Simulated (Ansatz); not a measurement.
# BH7N2Si: the cost of one run

All numbers are computed with the Python package of Ansatz 0.2.0. The levels of theory stand in the script.

### 1 The system

Bond lengths: B1–N2 1.526 Å, N2–Si3 1.795 Å, Si3–N4 1.790 Å, B1–H5 1.184 Å, B1–H6 1.181 Å, N2–H7 1.045 Å, Si3–H8 1.470 Å, Si3–H9 1.471 Å, N4–H10 1.044 Å, N4–H11 1.044 Å. Angles (14 of 15 angles, heavy atoms first): B1–N2–Si3 109.7°, N2–Si3–N4 109.9°, B1–N2–H7 107.0°, Si3–N2–H7 107.0°, N2–B1–H5 122.2°, N2–B1–H6 119.4°, N2–Si3–H8 109.2°, N2–Si3–H9 109.8°, N4–Si3–H8 109.2°, N4–Si3–H9 109.6°, Si3–N4–H10 106.8°, Si3–N4–H11 106.7°, H5–B1–H6 118.4°, H8–Si3–H9 109.0°.

No structure file is read: the coordinates are typed or built in the script.

### 2 Script

The input, methods_bh7n2si.py:

```python
"""One geometry of BH7N2Si, method by method."""

from pathlib import Path
import warnings

import ansatz as az
import numpy as np

GEOMETRY = """
B     1.85060   -0.33170    0.23150
N     0.96750    0.84830   -0.16540
Si   -0.62760    0.24660   -0.72730
N    -1.47820   -0.57170    0.61850
H     1.49660   -1.45490    0.10730
H     2.93300   -0.12800    0.65840
H     0.79560    1.40660    0.70050
H    -1.43680    1.38270   -1.19250
H    -0.44130   -0.69740   -1.84000
H    -1.64310    0.15090    1.35420
H    -2.41640   -0.85130    0.25500
"""

warnings.simplefilter("ignore", az.DeckWarning)

geometry = az.Crystal.molecule()
for line in GEOMETRY.strip().splitlines():
    symbol, *xyz = line.split()
    geometry = geometry.atom(symbol, [float(v) for v in xyz])

calc = geometry.calculation().basis(gaussian="cc-pVDZ")

print("functional    E (Ha)        dipole (D)   HOMO (eV)  LUMO (eV)")
for name in ["lda", "blyp", "lc_wpbe", "pbe0"]:
    data = calc.functional(name).forces().orbitals().run(threads=1, runs_dir="runs").report
    lines = Path(data["orbitals_path"]).read_text().splitlines()
    field_of = lambda key: [line.split("=")[1].strip() for line in lines if line.startswith(key)]
    orbitals = [(27.211386 * float(e), s, float(n)) for e, s, n in zip(field_of("Ene="), field_of("Spin="), field_of("Occup="))]
    homo = max(e for e, _, n in orbitals if n > 0.5)
    lumo = min(e for e, _, n in orbitals if n < 0.5)
    dipole = 4.803205 * np.linalg.norm(data["charge_distribution"]["dipole_moment_e_ang"])
    print(f"{name:10s} {data['free_energy_ev'] / 27.211386246:14.6f} {dipole:9.3f} {homo:11.3f} {lumo:10.3f}")
```

### 3 The input behind the calls

The engine receives this input (first run):

```yaml
crystal:
  periodic: [false, false, false]
  atoms:
    - { symbol: B, position_ang: [1.8506, -0.3317, 0.2315] }
    - { symbol: "N", position_ang: [0.9675, 0.8483, -0.1654] }
    - { symbol: Si, position_ang: [-0.6276, 0.2466, -0.7273] }
    - { symbol: "N", position_ang: [-1.4782, -0.5717, 0.6185] }
    - { symbol: H, position_ang: [1.4966, -1.4549, 0.1073] }
    - { symbol: H, position_ang: [2.933, -0.128, 0.6584] }
    - { symbol: H, position_ang: [0.7956, 1.4066, 0.7005] }
    - { symbol: H, position_ang: [-1.4368, 1.3827, -1.1925] }
    - { symbol: H, position_ang: [-0.4413, -0.6974, -1.84] }
    - { symbol: H, position_ang: [-1.6431, 0.1509, 1.3542] }
    - { symbol: H, position_ang: [-2.4164, -0.8513, 0.255] }
basis:
  gaussian:
    orbitals: cc-pVDZ
hamiltonian:
  xc: lda
output:
  orbitals: {}
  forces: true
```

### 4 Launch

Launch:

```sh
> python methods_bh7n2si.py
```

What time and memory should one allow on 1 thread of Arm Neoverse V2, shared host?

About 11 s, with a peak of 0.25 GiB.
